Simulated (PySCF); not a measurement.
**The bond of InCl, level by level**

The task here is to estimate one member of a computed series from the others.

Program: PySCF 2.14.0. Level of theory: In def2-SVPD with ECP28, Cl def2-SVPD, scalar-relativistic core potentials. These are calculated values, not measurements.

The first run:

A driver script around PySCF takes these settings:

```json
{
  "atoms": "In, Cl",
  "charge": "0",
  "basis": "In def2-SVPD with ECP28, Cl def2-SVPD",
  "Hamiltonian": "scalar-relativistic core potentials",
  "basis functions": "59",
  "electrons treated": "38",
  "masses in u": "114.9039, 34.9689",
  "levels": "PBE0, PBE, r²SCAN, M06-L, PW91, BP86, CAM-B3LYP, HF, MP2, SCS-MP2, CCSD, CCSD(T)",
  "grid": "80 radial by 434 angular points",
  "occupations": "held fixed by the projection of orbital angular momentum",
  "dissociation limit": "In + Cl, each in its ground configuration",
  "starting distance in angstrom": "2.360",
  "values of 2S to try": "0, 2"
}
```

The run is started by

```sh
$ OMP_NUM_THREADS=1 python dia.py task.json out
```

Steps of the session up to this table: The job; The PBE0 curve of the state that the search chose; Other states along the same grid; PBE (GGA); r²SCAN; M06-L; PW91; BP86 (GGA); CAM-B3LYP (range-separated hybrid); RHF (mean field); MP2 and coupled cluster.

One of the session's tables, all rows but one given; the rest of the session is left out.

Energy (eV) from each level's lowest point:

| R (Å) | RHF | RHF-MP2 | RHF-SCS-MP2 | RHF-CCSD | RHF-CCSD(T) |
| --- | --- | --- | --- | --- | --- |
| 2.121 | 0.952 | 0.924 | 0.952 | n/a | n/a |
| 2.219 | 0.430 | 0.411 | 0.431 | 0.427 | 0.432 |
| 2.318 | 0.142 | 0.131 | 0.143 | 0.140 | 0.143 |
| 2.392 | ? | ? | ? | ? | ? |
| 2.466 | 0.000 | 0.000 | 0.000 | 0.000 | 0.000 |
| 2.540 | 0.015 | 0.021 | 0.016 | 0.017 | 0.016 |
| 2.639 | 0.093 | 0.107 | 0.095 | 0.098 | 0.096 |
| 2.762 | 0.250 | 0.276 | 0.257 | 0.262 | 0.258 |
| 2.910 | 0.488 | 0.529 | 0.502 | 0.510 | 0.504 |
| 3.107 | 0.835 | 0.897 | 0.861 | n/a | n/a |

Q: Estimate the row for R (Å) = 2.392 from the others.

Worked estimate for «RHF». A straight line through the neighbours (2.318, 0.142) and (2.466, 0.000) gives 0.142 + (0.000 − 0.142) × (2.392 − 2.318) / (2.466 − 2.318) = 0.071; a parabola fitted to 4 rows on both sides gives 0.033.

As computed: RHF: 0.037; RHF-MP2: 0.031; RHF-SCS-MP2: 0.037; RHF-CCSD: 0.035; RHF-CCSD(T): 0.037. In «RHF» the line misses by +0.034 and the parabola by -0.004.

To keep in mind: Lowest PBE0 solution found, without spin–orbit coupling: ¹Σ⁺ (singlet), closed shell. Warnings in the runs' records: inverted.
